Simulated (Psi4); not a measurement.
# GaH3 (SMILES [GaH3]) at CCSD/def2-TZVPPD

What is the vertical singlet–triplet gap of GaH3 at CCSD/def2-TZVPPD? Input form: a Python script.

The calculation is run with Psi4 1.11.

1 further run of the same task is left out (set aside as unsound or not needed).

## Step 1: The structure to begin with

GaH3: 4 atoms, total charge 0, spin state singlet. SMILES: `[GaH3]`. The shape is that of a PBE0-D4/def2-TZVP optimisation.

Bond lengths: Ga1–H2 1.568 Å, Ga1–H3 1.568 Å, Ga1–H4 1.568 Å. Angles: H2–Ga1–H3 120.0°, H2–Ga1–H4 120.0°, H3–Ga1–H4 120.0°.

## Step 2: A single-point energy at CCSD/def2-TZVPPD

The input, job.py:

```python
import psi4

psi4.set_memory('1600 MB')
psi4.set_num_threads(1)
psi4.core.set_output_file('output.dat', False)

molecule = psi4.geometry("""
0 1
Ga
H 1 1.568434
H 1 1.568404 2 119.9994
H 1 1.568358 3 120.00294 2 179.88964
symmetry c1
no_reorient
no_com
""")

psi4.set_options(dict(reference='rhf', puream=True, e_convergence=1e-09, d_convergence=1e-08, scf_type='pk', num_frozen_docc=9))

E, wfn = psi4.energy('ccsd/def2-TZVPPD', molecule=molecule, return_wfn=True)
print('E =', round(E, 9))
for k, v in sorted(psi4.core.scalar_variables().items()):
    print(f'{k:45s} {v:18.10f}')
```

Run with:

```console
$ python job.py
```

output.dat:

```text
[...]
  Running in c1 symmetry.
[...]
  Nuclear repulsion =   31.962563877615406
[...]
  Multiplicity = 1
[...]
  Nalpha       = 17
  Nbeta        = 17
[...]
    Number of basis functions: 105
[...]
   @RHF iter   1: -1923.32463537646299   -2.65166e+00   2.85012e-02 DIIS/ADIIS
[...]
   @RHF iter  10: -1924.96418546196901   -3.18323e-12   1.37412e-09 DIIS
[...]
    Orbital Energies [Eh]
    ---------------------
    Doubly Occupied:
       1A   -378.814374     2A    -48.167579     3A    -42.497001
       4A    -42.493325     5A    -42.493324     6A     -6.394173
       7A     -4.490980     8A     -4.483498     9A     -4.483498
      10A     -1.202887    11A     -1.197934    12A     -1.197934
      13A     -1.191316    14A     -1.191315    15A     -0.598691
      16A     -0.428256    17A     -0.428244
[...]
  @RHF Final Energy: -1924.96418546196901
   => Energetics <=
    Nuclear Repulsion Energy =             31.9625638776154055
    One-Electron Energy =               -2750.3448371116223825
    Two-Electron Energy =                 793.4180877720376657
    Total Energy =                      -1924.9641854619690093
[...]
 Multipole Moments:
 ------------------------------------------------------------------------------------
     Multipole            Electronic (a.u.)      Nuclear  (a.u.)        Total (a.u.)
 ------------------------------------------------------------------------------------
 L = 1.  Multiply by 2.5417464519 to convert [e a0] to [Debye]
 Dipole X            :          0.0040635           -0.0025892            0.0014742
 Dipole Y            :         -0.0000379            0.0000171           -0.0000208
 Dipole Z            :         -0.0002175            0.0001236           -0.0000939
 Magnitude           :                                                    0.0014774
[...]
      * MP2 total energy                      = -1925.209741908497335
[...]
      * CCSD total energy                     = -1925.222242834170629
```

The script printed:

```text
E = -1925.222242834
CC D1 DIAGNOSTIC                                    0.0284356037
CC D2 DIAGNOSTIC                                    0.1551007838
CC NEW D1 DIAGNOSTIC                                0.0284356037
CC T1 DIAGNOSTIC                                    0.0129577334
CCSD CORRELATION ENERGY                            -0.2580573722
CCSD DOUBLES ENERGY                                -0.2580573722
CCSD ITERATIONS                                    15.0000000000
CCSD OPPOSITE-SPIN CORRELATION ENERGY              -0.2000910627
CCSD SAME-SPIN CORRELATION ENERGY                  -0.0579663095
CCSD SINGLES ENERGY                                 0.0000000000
CCSD TOTAL ENERGY                               -1925.2222428342
CURRENT CORRELATION ENERGY                         -0.2580573722
CURRENT ENERGY                                  -1925.2222428342
CURRENT REFERENCE ENERGY                        -1924.9641854620
DD SOLVATION ENERGY                                 0.0000000000
HF KINETIC ENERGY                                1924.8825854076
HF POTENTIAL ENERGY                             -3849.8467708695
HF TOTAL ENERGY                                 -1924.9641854620
HF VIRIAL RATIO                                     2.0000423922
MP2 CORRELATION ENERGY                             -0.2455564465
MP2 DOUBLES ENERGY                                 -0.2455564465
MP2 OPPOSITE-SPIN CORRELATION ENERGY               -0.1830579101
MP2 SAME-SPIN CORRELATION ENERGY                   -0.0624985365
MP2 SINGLES ENERGY                                 -0.0000000000
MP2 TOTAL ENERGY                                -1925.2097419085
NUCLEAR REPULSION ENERGY                           31.9625638776
ONE-ELECTRON ENERGY                             -2750.3448371116
PCM POLARIZATION ENERGY                             0.0000000000
PE ENERGY                                           0.0000000000
SCF ITERATION ENERGY                            -1924.9641854620
SCF ITERATIONS                                     10.0000000000
SCF TOTAL ENERGY                                -1924.9641854620
TWO-ELECTRON ENERGY                               793.4180877720
```

Run time: 31 s. Hardware: 1 thread of Intel Xeon Platinum 8259CL at 2.50GHz (Skylake/Cascade Lake), shared host; peak memory 1.1 GiB.

## Step 3: The triplet, same level

The input, run.py:

```python
import psi4

psi4.set_memory('1600 MB')
psi4.set_num_threads(1)
psi4.set_output_file('psi4.out', False)

m = psi4.geometry("""
0 3
Ga     0.013400    -0.014900    -0.004600
H      1.252400     0.343800     0.887700
H     -0.552100    -1.477800    -0.009700
H     -0.658400     1.088700    -0.893700
symmetry c1
no_reorient
no_com
""")

psi4.set_options({
    'basis': 'def2-TZVPPD',
    'reference': 'uhf',
    'puream': True,
    'e_convergence': 1e-09,
    'd_convergence': 1e-08,
    'scf_type': 'pk',
    'num_frozen_docc': 9,
    'maxiter': 100,
})

e_tot = psi4.energy("ccsd")
print(f'ccsd energy: {e_tot:.10f} Eh')
```

Run with:

```console
$ python run.py
```

psi4.out:

```text
[...]
  Running in c1 symmetry.
[...]
  Nuclear repulsion =   31.962558411197463
[...]
  Multiplicity = 3
[...]
  Nalpha       = 18
  Nbeta        = 16
[...]
    Number of basis functions: 105
[...]
   @UHF iter   1: -1923.04950675114446   -2.37653e+00   2.88176e-02 DIIS/ADIIS
[...]
   @UHF iter  19: -1924.78249820229394   -4.34284e-11   9.36971e-09 DIIS
[...]
   @S^2 Observed:                2.007321529E+00
[...]
    Orbital Energies [Eh]
    ---------------------
    Alpha Occupied:
       1A   -378.828509     2A    -48.181771     3A    -42.510679
       4A    -42.510223     5A    -42.507110     6A     -6.409190
       7A     -4.506598     8A     -4.501930     9A     -4.496173
      10A     -1.222693    11A     -1.212826    12A     -1.211123
      13A     -1.204794    14A     -1.203836    15A     -0.743138
      16A     -0.539581    17A     -0.441654    18A     -0.223751
    Alpha Virtual:
      19A      0.050463    20A      0.077129    21A      0.091530
      22A      0.106961    23A      0.111082    24A      0.118425
      25A      0.131874    26A      0.159506    27A      0.179433
[...]
  @UHF Final Energy: -1924.78249820229394
   => Energetics <=
    Nuclear Repulsion Energy =             31.9625584111974632
    One-Electron Energy =               -2749.6028181857400341
    Two-Electron Energy =                 792.8577615722489327
    Total Energy =                      -1924.7824982022939366
  UHF NO Occupations:
  HONO-2 :   16  A 1.9970274
  HONO-1 :   17  A 1.0000000
[...]
 Multipole Moments:
 ------------------------------------------------------------------------------------
     Multipole            Electronic (a.u.)      Nuclear  (a.u.)        Total (a.u.)
 ------------------------------------------------------------------------------------
 L = 1.  Multiply by 2.5417464519 to convert [e a0] to [Debye]
 Dipole X            :         -0.2159636            0.8641718            0.6482082
 Dipole Y            :          1.1451271           -0.9584691            0.1866580
 Dipole Z            :          0.7629796           -0.2991436            0.4638359
 Magnitude           :                                                    0.8186323
[...]
      * MP2 total energy                      = -1925.020317928787108
[...]
      * CCSD total energy                     = -1925.034922522080024
```

On the terminal:

```text
ccsd energy: -1925.0349225221 Eh
```

Run time: 2.2 min. Hardware: 1 thread of Intel Xeon Platinum 8259CL at 2.50GHz (Skylake/Cascade Lake), shared host; peak memory 1.2 GiB.

## Step 4: Outcome

Level: CCSD/def2-TZVPPD, 9 core orbitals frozen.

| quantity | value |
| --- | --- |
| singlet: total energy | -1925.22224 Eh |
| singlet: HOMO energy (Hartree–Fock orbitals) | -11.65 eV |
| singlet: LUMO energy (Hartree–Fock orbitals) | 0.94 eV |
| singlet: HOMO–LUMO gap (Hartree–Fock orbitals) | 12.59 eV |
| singlet: correlation energy (9 core orbitals frozen) | -258.1 mEh |
| singlet: T1 diagnostic | 0.013 |
| triplet: total energy | -1925.03492 Eh |
| triplet: HOMO energy (Hartree–Fock orbitals) (highest over α and β) | -6.09 eV |
| triplet: LUMO energy (Hartree–Fock orbitals) (lowest over α and β) | -3.05 eV |
| triplet: correlation energy (9 core orbitals frozen) | -252.4 mEh |
| triplet: ⟨S²⟩ of the reference determinant | 2.007 |
| triplet: T1 diagnostic | 0.048 |
| vertical energy of the triplet above the singlet | 5.097 eV |

**Reading.** At this shape the triplet lies 5.10 eV (492 kJ/mol) above the singlet. The T1 diagnostic (triplet) of 0.048 is above the customary mark for such species, so a single reference may not serve.
